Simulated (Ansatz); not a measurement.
Run this with Ansatz 0.2.0 through its Python package and show what comes out.

The script, `dimer.py`:
```python
import logging
import sys

import ansatz as az

logging.basicConfig(stream=sys.stdout, format="[%(levelname)s] %(message)s")
logger = logging.getLogger("bfo")
logger.setLevel(logging.INFO)

FIRST = [
    ("O", (0.9733, -0.5591, 0.4752)),
    ("B", (0.0248, -0.015, 0.012)),
    ("F", (-0.9981, 0.5741, -0.4872)),
]
SECOND = [
    ("O", (1.0846, -0.4401, -3.2311)),
    ("B", (1.0054, -0.2047, -4.3924)),
    ("F", (0.9204, 0.0475, -5.6461)),
]

def energy(atoms, ghosts=()):
    molecule = az.Crystal.molecule()
    for symbol, xyz in atoms:
        molecule = molecule.atom(symbol, xyz)
    calc = (
        molecule.calculation()
        .basis(gaussian="def2-SVP")
        .correlation("mp2")
    )
    deck = calc.input()
    if ghosts:
        deck = deck.set(az.key.basis.gaussian.ghost_atoms, [{"symbol": s, "position_ang": list(xyz)} for s, xyz in ghosts])
    return az.Session.from_dict(deck).plan().execute().report["free_energy_ev"]


def main() -> None:
    both = energy(FIRST + SECOND)
    alone = energy(FIRST) + energy(SECOND)
    ghosted = energy(FIRST, SECOND) + energy(SECOND, FIRST)
    logger.info(f"dimer {both:.6f} eV")
    logger.info(f"interaction, uncorrected   {96.485332 * (both - alone):8.3f} kJ/mol")
    logger.info(f"interaction, counterpoise  {96.485332 * (both - ghosted):8.3f} kJ/mol")
    logger.info(f"basis-set superposition    {96.485332 * (alone - ghosted):8.3f} kJ/mol")


if __name__ == "__main__":
    main()
```

`python dimer.py` gives:
```text
[INFO] dimer -10849.841069 eV
[INFO] interaction, uncorrected     -7.942 kJ/mol
[INFO] interaction, counterpoise    -4.167 kJ/mol
[INFO] basis-set superposition       3.775 kJ/mol
```

Uncorrected it is -7.942 kJ/mol, with the counterpoise correction -4.167 kJ/mol; the difference, 3.78 kJ/mol, is the superposition error.

Reading the output:
- The settings weren't tested for convergence.
- The dimer is a generated trial pose of unrelaxed monomers, not a minimum, so the figure is no binding energy, and the basis set is small.
- Run time: 2.4 s on 1 thread of Arm Neoverse V1 (shared host), peak memory 0.18 GiB.

(Lines on the test bed's own set-up are left out of the output.)
